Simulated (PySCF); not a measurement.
**C₂H₈GaO−: NMR shifts at several levels of theory**

How much do the NMR shifts of C₂H₈GaO− (`CO[CH2][GaH3-]`) depend on the level of theory, and what does each level cost?

Computed with PySCF 2.14.0, with density-fitted response routines of our own, on a single molecule in the gas phase. Atoms are numbered from 0 throughout.

### 1 The molecule as given

12 atoms, charge -1, multiplicity 1; geometry from: UFF.

Bonds of the start (Å): C0–O1 1.41, O1–C2 1.41, C2–Ga3 2.00, C0–H4 1.11, C0–H5 1.11, C0–H6 1.11, C2–H7 1.11, C2–H8 1.11, Ga3–H9 1.61, Ga3–H10 1.61, Ga3–H11 1.61.

### 2 Relaxing the molecule at PBE0-D3(BJ)/def2-SVP

What the job is given:

```
{"job": {"xc": "PBE0", "basis": "def2-SVP", "d3": "d3bj", "grid": 1, "kind": "geom"}, "charge": -1, "multiplicity": 1}
C      1.945226    -0.547950    -0.336899
O      0.549538    -0.741973    -0.307895
C     -0.073403     0.447768     0.119654
Ga    -2.048989     0.155699     0.155056
H      2.226433     0.250744    -1.059153
H      2.425888    -1.489075    -0.674301
H      2.340878    -0.313045     0.676471
H      0.239707     0.720631     1.152112
H      0.125099     1.285193    -0.585881
H     -2.557629    -0.231033    -1.322896
H     -2.779809     1.505355     0.641708
H     -2.392938    -1.042315     1.174410
```

Run with:

```sh
> OMP_NUM_THREADS=1 python probes_run.py task.json out
```

The driver reads the jobs from task.json and runs them one after another.

Log:

```text
step   0  E = -2080.29051750  max force = 0.030676
step   1  E = -2080.29433967  max force = 0.013507
step   2  E = -2080.29477810  max force = 0.003012
step   3  E = -2080.29483201  max force = 0.000522
step   4  E = -2080.29483998  max force = 0.000501
step   5  E = -2080.29484368  max force = 0.000354
optimisation converged
```

Wall time 23 s (1 thread, shared host).

The steps of the relaxation:

| step | energy from step 0 (eV) | largest force component (eV/Å) |
| --- | --- | --- |
| 0 | 0.0000 | 1.5774 |
| 1 | -0.1040 | 0.6946 |
| 2 | -0.1159 | 0.1549 |
| 3 | -0.1174 | 0.0268 |
| 4 | -0.1176 | 0.0258 |
| 5 | -0.1177 | 0.0182 |

Distances of close pairs at the start and the end, largest changes first:

| bond | before (Å) | after (Å) | change (Å) |
| --- | --- | --- | --- |
| C2–Ga3 | 1.997 | 2.045 | +0.048 |
| C0–O1 | 1.409 | 1.375 | -0.035 |
| Ga3–H10 | 1.610 | 1.629 | +0.019 |
| O1–C2 | 1.409 | 1.423 | +0.014 |
| Ga3–H9 | 1.610 | 1.621 | +0.011 |
| Ga3–H11 | 1.610 | 1.621 | +0.010 |
| C0–H5 | 1.109 | 1.105 | -0.004 |
| C0–H6 | 1.113 | 1.115 | +0.002 |

The final coordinates are the input of the step that follows.

| at the end point | value |
| --- | --- |
| point group (found at 0.08 Å tolerance) | Cs |
| rotational constants (GHz, main isotopes) | 22.229, 1.625, 1.578 |

### 3 Shielding tensors: PBE0/cc-pVTZ

What the job is given:

```
{"job": {"kind": "nmr", "xc": "PBE0", "basis": "cc-pVTZ", "pop": true}, "charge": -1, "multiplicity": 1}
C      1.980005    -0.549395    -0.336412
O      0.618926    -0.741063    -0.303847
C     -0.103982     0.412153     0.112716
Ga    -2.129397     0.129312     0.148116
H      2.283992     0.264964    -1.035324
H      2.469731    -1.482489    -0.669735
H      2.401519    -0.278675     0.660148
H      0.259279     0.719998     1.121004
H      0.151810     1.260968    -0.563601
H     -2.660211    -0.231929    -1.339983
H     -2.766045     1.544826     0.643663
H     -2.505627    -1.048671     1.195643
```

Method: GIAO PBE0/cc-pVTZ NMR shielding, non-relativistic, gas phase.

Log:

```text
coarse grid: 42736 points
cycle   1  E = -2080.6536015415  dE = -4.132e-01  |g| = 6.741e-01  |ddm| = 8.356e+00
cycle   2  E = -2080.5586613306  dE =  9.494e-02  |g| = 9.955e-01  |ddm| = 4.295e+00
cycle   3  E = -2080.7432034100  dE = -1.845e-01  |g| = 1.343e-01  |ddm| = 2.274e+00
cycle   4  E = -2080.7460742705  dE = -2.871e-03  |g| = 3.495e-02  |ddm| = 4.317e-01
cycle   5  E = -2080.7462267326  dE = -1.525e-04  |g| = 1.134e-02  |ddm| = 2.090e-01
cycle   6  E = -2080.7462558359  dE = -2.910e-05  |g| = 2.005e-03  |ddm| = 5.209e-02
cycle   7  E = -2080.7462567042  dE = -8.683e-07  |g| = 6.610e-04  |ddm| = 5.867e-03
final grid: 89896 points
cycle   8  E = -2080.7462418115  dE =  6.498e-09  |g| = 8.654e-04  |ddm| = 7.917e-03
cycle   9  E = -2080.7462416996  dE =  1.120e-07  |g| = 1.141e-03  |ddm| = 6.935e-03
cycle  10  E = -2080.7462419683  dE = -2.687e-07  |g| = 4.763e-05  |ddm| = 3.690e-03
cycle  11  E = -2080.7462419687  dE = -4.648e-10  |g| = 1.076e-05  |ddm| = 2.223e-04
converged SCF energy = -2080.7462419687

GIAO shielding tensors (ppm)
atom      isotropic    diamagn.    paramagn.     s11        s22        s33       span
  0 C      122.314     238.902    -116.587     90.531     90.897    185.515     94.983
  1 O      315.255     386.948     -71.693    304.917    309.013    331.834     26.917
  2 C      113.097     234.284    -121.187     56.384     95.827    187.080    130.695
  3 Ga    1712.708    2637.554    -924.846   1657.540   1701.523   1779.062    121.521
  4 H       28.526      29.178      -0.652     24.709     27.060     33.810      9.101
  5 H       27.769      29.196      -1.428     23.731     25.115     34.460     10.730
  6 H       28.523      29.183      -0.660     24.700     27.052     33.816      9.117
  7 H       28.488      29.669      -1.181     24.400     29.076     31.988      7.588
  8 H       28.505      29.671      -1.166     24.408     29.112     31.995      7.587
  9 H       28.061      29.276      -1.215     22.667     23.983     37.532     14.865
 10 H       28.199      29.294      -1.095     22.923     23.838     37.837     14.914
 11 H       28.061      29.282      -1.221     22.671     23.974     37.537     14.866
```

It took 24 s on 1 thread, shared host.

The references, computed at this level on geometries of the same kind, shield at (ppm): 1H TMS 31.29, 13C TMS 187.3, 17O H2O 334.8, 71Ga GaH4- 1802. Their shielding less the atom's gives the shift. The references are single molecules in the gas phase, so shifts against H2O, NH3, PH3, H3PO4 or CFCl3 are not on the usual liquid scales and can be off by tens of ppm. Shifts against hydride references such as AlH4− lie on their own scale. Atoms listed in one row are averaged.

| atoms | environment | σ (ppm) | δ (ppm) |
| --- | --- | --- | --- |
| C2 | sp3 CH2 bonded to Ga and O | 113.1 | 74.2 |
| C0 | methyl carbon bonded to O | 122.3 | 65.0 |
| H9, H10, H11 | hydrogen on a Ga bonded to C | 28.11 | 3.18 |
| H4, H5, H6 | hydrogen on a methyl carbon bonded to O | 28.27 | 3.02 |
| H7, H8 | hydrogen on an sp3 CH2 bonded to Ga and O | 28.50 | 2.79 |
| O1 | ether oxygen | 315.3 | 19.6 |
| Ga3 | Ga bonded to C, 3 H | 1713 | 89 |

The run also stored atomic charges by several schemes (e):

| atoms | Mulliken | IAO | Hirshfeld | ESP fit |
| --- | --- | --- | --- | --- |
| C0 | -0.07 | -0.18 | -0.06 | -0.06 |
| O1 | -0.25 | -0.38 | -0.15 | -0.28 |
| C2 | -0.01 | -0.34 | -0.15 | 0.00 |
| Ga3 | -0.22 | 0.04 | 0.04 | 0.23 |

Mayer bond orders: C0–O1 1.11, O1–C2 0.94, C2–Ga3 0.84.

### 4 Shielding tensors: PBE0/aug-cc-pVDZ

Settings changed since step 3:

```diff
@@ -1,2 +1,2 @@
-{"job": {"kind": "nmr", "xc": "PBE0", "basis": "cc-pVTZ", "pop": true}, "charge": -1, "multiplicity": 1}
+{"job": {"kind": "nmr", "xc": "PBE0", "basis": "aug-cc-pVDZ", "pop": true}, "charge": -1, "multiplicity": 1}
 C      1.980005    -0.549395    -0.336412
```

Level: GIAO PBE0/aug-cc-pVDZ NMR shielding, non-relativistic, gas phase.

Log:

```text
coarse grid: 42736 points
cycle   1  E = -2080.5601473343  dE = -3.957e-01  |g| = 5.553e-01  |ddm| = 6.655e+00
cycle   2  E = -2080.4565935950  dE =  1.036e-01  |g| = 9.248e-01  |ddm| = 2.438e+00
cycle   3  E = -2080.6395839948  dE = -1.830e-01  |g| = 7.872e-02  |ddm| = 1.446e+00
cycle   4  E = -2080.6408518332  dE = -1.268e-03  |g| = 2.369e-02  |ddm| = 2.046e-01
cycle   5  E = -2080.6409683380  dE = -1.165e-04  |g| = 1.096e-02  |ddm| = 6.405e-02
cycle   6  E = -2080.6409996674  dE = -3.133e-05  |g| = 1.601e-03  |ddm| = 2.248e-02
cycle   7  E = -2080.6410002992  dE = -6.317e-07  |g| = 3.970e-04  |ddm| = 4.061e-03
final grid: 89896 points
cycle   8  E = -2080.6410107836  dE = -4.805e-08  |g| = 4.419e-04  |ddm| = 9.689e-03
cycle   9  E = -2080.6410107611  dE =  2.248e-08  |g| = 5.410e-04  |ddm| = 1.794e-03
cycle  10  E = -2080.6410108310  dE = -6.991e-08  |g| = 4.724e-05  |ddm| = 8.861e-04
cycle  11  E = -2080.6410108314  dE = -4.270e-10  |g| = 9.130e-06  |ddm| = 8.313e-05
converged SCF energy = -2080.6410108314

GIAO shielding tensors (ppm)
atom      isotropic    diamagn.    paramagn.     s11        s22        s33       span
  0 C      132.991     205.002     -72.011    101.430    103.057    194.485     93.056
  1 O      321.637     366.573     -44.936    310.702    318.142    336.066     25.364
  2 C      121.903     220.165     -98.263     65.455    107.480    192.773    127.318
  3 Ga    1779.510    2638.891    -859.381   1722.300   1761.513   1854.718    132.418
  4 H       28.429      27.162       1.267     24.594     26.915     33.778      9.184
  5 H       27.664      31.997      -4.333     23.520     25.105     34.365     10.845
  6 H       28.424      27.138       1.286     24.583     26.907     33.782      9.198
  7 H       28.441      28.869      -0.428     24.399     28.891     32.034      7.635
  8 H       28.459      28.851      -0.392     24.407     28.927     32.043      7.635
  9 H       27.859      28.333      -0.474     22.474     23.816     37.287     14.813
 10 H       28.010      28.181      -0.171     22.692     23.710     37.627     14.935
 11 H       27.859      28.354      -0.495     22.478     23.808     37.292     14.814
```

It took 14 s on 1 thread, shared host.

This run: δ C2 73.2, C0 62.1, O1 14.3, Ga3 95, H9 3.49, H4 3.22 ppm (means over like atoms).

### 5 Shielding tensors: PBE0/pcSseg-0

Settings changed since step 4:

```diff
@@ -1,2 +1,2 @@
-{"job": {"kind": "nmr", "xc": "PBE0", "basis": "aug-cc-pVDZ", "pop": true}, "charge": -1, "multiplicity": 1}
+{"job": {"kind": "nmr", "xc": "PBE0", "basis": "pcSseg-0", "pop": true}, "charge": -1, "multiplicity": 1}
 C      1.980005    -0.549395    -0.336412
```

Method: GIAO PBE0/pcSseg-0 NMR shielding, non-relativistic, gas phase.

Log:

```text
coarse grid: 42736 points
cycle   1  E = -2077.9884068665  dE = -8.757e-01  |g| = 5.093e-01  |ddm| = 3.150e+00
cycle   2  E = -2077.9414710833  dE =  4.694e-02  |g| = 7.431e-01  |ddm| = 1.674e+00
cycle   3  E = -2078.0493416158  dE = -1.079e-01  |g| = 4.378e-02  |ddm| = 1.015e+00
cycle   4  E = -2078.0496422344  dE = -3.006e-04  |g| = 1.982e-02  |ddm| = 5.926e-02
cycle   5  E = -2078.0497395546  dE = -9.732e-05  |g| = 4.602e-03  |ddm| = 2.665e-02
cycle   6  E = -2078.0497453108  dE = -5.756e-06  |g| = 1.189e-03  |ddm| = 6.935e-03
final grid: 89896 points
cycle   7  E = -2078.0496956732  dE =  4.397e-08  |g| = 1.281e-03  |ddm| = 2.702e-03
cycle   8  E = -2078.0496954899  dE =  1.833e-07  |g| = 1.544e-03  |ddm| = 2.712e-03
cycle   9  E = -2078.0496960693  dE = -5.794e-07  |g| = 1.040e-04  |ddm| = 1.501e-03
cycle  10  E = -2078.0496960714  dE = -2.053e-09  |g| = 2.328e-05  |ddm| = 1.190e-04
cycle  11  E = -2078.0496960715  dE = -1.050e-10  |g| = 2.046e-06  |ddm| = 2.298e-05
converged SCF energy = -2078.0496960715

GIAO shielding tensors (ppm)
atom      isotropic    diamagn.    paramagn.     s11        s22        s33       span
  0 C      124.027     243.612    -119.585     90.987     93.248    187.845     96.857
  1 O      332.386     396.334     -63.948    307.004    338.634    351.520     44.516
  2 C      117.413     245.965    -128.552     60.554     98.201    193.482    132.928
  3 Ga    1852.634    2626.733    -774.099   1811.708   1855.137   1891.058     79.350
  4 H       30.059      29.020       1.039     26.118     28.350     35.708      9.590
  5 H       29.105      28.899       0.206     24.682     26.338     36.295     11.614
  6 H       30.054      28.996       1.058     26.108     28.340     35.714      9.606
  7 H       30.342      31.313      -0.971     26.027     30.664     34.336      8.309
  8 H       30.360      31.367      -1.007     26.037     30.698     34.344      8.307
  9 H       28.723      29.173      -0.451     22.956     25.142     38.070     15.114
 10 H       28.922      29.002      -0.079     23.326     25.039     38.402     15.077
 11 H       28.724      29.166      -0.442     22.962     25.132     38.078     15.116
```

It took 4.3 s on 1 thread, shared host.

Key values: δ C2 76.1, C0 69.5, O1 5.5, Ga3 61, H9 4.04, H4 3.09 ppm (means over like atoms).

### 6 Side by side: NMR shifts

Shifts (ppm), means over like atoms, with basis size and wall time:

| run | C2 | C0 | H9 | H4 | H7 | O1 | Ga3 | functions | time |
| --- | --- | --- | --- | --- | --- | --- | --- | --- | --- |
| PBE0/cc-pVTZ | 74.2 | 65.0 | 3.18 | 3.02 | 2.79 | 19.6 | 89 | 245 | 24 s |
| PBE0/aug-cc-pVDZ | 73.2 | 62.1 | 3.49 | 3.22 | 2.94 | 14.3 | 95 | 177 | 14 s |
| PBE0/pcSseg-0 | 76.1 | 69.5 | 4.04 | 3.09 | 2.48 | 5.5 | 61 | 68 | 4.3 s |

### 7 Outcome

```
                                                             quantity                  value
                                                          point group                     Cs
                                 rotational constants (main isotopes)  22.23, 1.62, 1.58 GHz
                                13C shifts against TMS (PBE0/cc-pVTZ)         74.2, 65.0 ppm
1H shifts against TMS (PBE0/cc-pVTZ, means over atoms taken as alike)   3.18, 3.02, 2.79 ppm
                                17O shifts against H2O (PBE0/cc-pVTZ)               19.6 ppm
                             71Ga shifts against GaH4- (PBE0/cc-pVTZ)                 89 ppm
                                            range of the shift of Ga3           61 to 95 ppm
```

**Reading.** Single values in the summary come from the first run of each kind that ended normally (PBE0/cc-pVTZ), which need not be the best level. The optimisation took 5 steps and gained 0.118 eV; among the close pairs (by a distance rule), C2–Ga3 changed most, from 1.997 to 2.045 Å. No frequency check was run at this level, so the end point may be a saddle. At PBE0/cc-pVTZ: Shielding is most anisotropic at C2 (span 131 ppm, paramagnetic term -121 ppm). In ppm, Ga3 moves most: its shift spreads over 34 ppm, from 61 (PBE0/pcSseg-0) to 95 (PBE0/aug-cc-pVDZ). Spin-orbit coupling is left out, which matters for shieldings and couplings at and beside the heavy atoms.
